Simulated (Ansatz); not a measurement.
# C₃H₁₂InN: small, medium and large basis sets

One table from this session's results is given with a row withheld; the runs are named, their logs left out.

Program: Ansatz 0.2.0, Gaussian basis. Level of theory: one geometry, several basis sets. These are calculated values, not measurements.

Plan: PBE0-D4/def2-SVP; ωB97M-V/def2-SVP; PBE0-D4/def2-QZVPP; ωB97M-V/def2-QZVPP; the functionals' def2-TZVPP values are taken from earlier runs.

1 further run of the same task is left out (for a known fault of the program). Runs told in other sessions of the task aren't counted.

**The relaxed structure**

An earlier PBE0-D4 in a triple-zeta def2 set relaxation fixed the geometry. In takes the def2 core potential; no spin-orbit term is included.

17 atoms, charge 0, spin multiplicity 1.

Atoms are counted from 1 here; the program's logs count them from 0.

Bond lengths: C1–N2 1.464 Å, C1–H6 1.090 Å, C1–H7 1.090 Å, C1–H8 1.094 Å, N2–In3 2.403 Å, N2–H9 1.014 Å, N2–H10 1.014 Å, In3–C4 2.176 Å, In3–C5 2.176 Å, In3–H11 1.747 Å, C4–H12 1.093 Å, C4–H13 1.093 Å, C4–H14 1.093 Å, C5–H15 1.093 Å, C5–H16 1.093 Å, C5–H17 1.093 Å. Angles: N2–C1–H6 109.0°, N2–C1–H7 109.0°, N2–C1–H8 113.2°, H6–C1–H7 107.8°, H6–C1–H8 108.9°, H7–C1–H8 108.9°, C1–N2–In3 113.5°, C1–N2–H9 110.8°, C1–N2–H10 110.8°, In3–N2–H9 107.4°, In3–N2–H10 107.4°, H9–N2–H10 106.7°, N2–In3–C4 96.6°, N2–In3–C5 96.6°, N2–In3–H11 95.6°, C4–In3–C5 118.7°, C4–In3–H11 118.9°, C5–In3–H11 118.9° and more.

The first run:

Contents of in.yaml:

```yaml
crystal:
  periodic: [false, false, false]
  atoms:
    - {symbol: C, position_ang: [0.150464, 1.465725, -1.383659]}
    - {symbol: N, position_ang: [1.033216, 1.161353, -0.256568]}
    - {symbol: In, position_ang: [0.311233, -0.727455, 1.041526]}
    - {symbol: C, position_ang: [0.381783, -2.181500, -0.575229]}
    - {symbol: C, position_ang: [-1.617786, 0.093596, 1.622760]}
    - {symbol: H, position_ang: [-0.852375, 1.664183, -1.004914]}
    - {symbol: H, position_ang: [0.094421, 0.593709, -2.035541]}
    - {symbol: H, position_ang: [0.483690, 2.326224, -1.971232]}
    - {symbol: H, position_ang: [1.100248, 1.953228, 0.372522]}
    - {symbol: H, position_ang: [1.974122, 0.965593, -0.578571]}
    - {symbol: H, position_ang: [1.633730, -0.666596, 2.181547]}
    - {symbol: H, position_ang: [0.273592, -3.194058, -0.179212]}
    - {symbol: H, position_ang: [1.336890, -2.140128, -1.105390]}
    - {symbol: H, position_ang: [-0.423817, -2.020494, -1.295483]}
    - {symbol: H, position_ang: [-2.309842, 0.129355, 0.778141]}
    - {symbol: H, position_ang: [-2.074857, -0.525361, 2.398445]}
    - {symbol: H, position_ang: [-1.513612, 1.102222, 2.031056]}
basis:
  gaussian: {orbitals: def2-SVP}
hamiltonian: {xc: pbe0, dispersion: d4}
output: {orbitals: {seedname: orbitals}}
```

On the command line:

```
$ ansatz run in.yaml --threads 4 --pin off --events-out ev --progress --plain --max-ram 11315MiB
```

Among the steps run: PBE0-D4 in def2-SVP; ωB97M-V in def2-SVP; PBE0-D4 in def2-QZVPP; ωB97M-V in def2-QZVPP.

One table of the session follows, with a row left open; its other results are not shown here.

It belongs to the step «Density functionals: the series». 

```
functional       basis  HOMO (eV)  LUMO (eV)
   PBE0-D4    def2-SVP      -6.46       0.57
   PBE0-D4  def2-TZVPP      -6.54       0.04
   PBE0-D4  def2-QZVPP          ?          ?
   ωB97M-V    def2-SVP      -8.66       2.06
   ωB97M-V  def2-TZVPP      -8.75       1.19
   ωB97M-V  def2-QZVPP      -8.76       0.78
```

**Question.** Estimate the row for PBE0-D4, def2-QZVPP.

**Answer.** HOMO (eV): -6.56; LUMO (eV): -0.20. In the column «HOMO (eV)» it lies between ωB97M-V, def2-SVP (-8.66) and PBE0-D4, def2-TZVPP (-6.54).
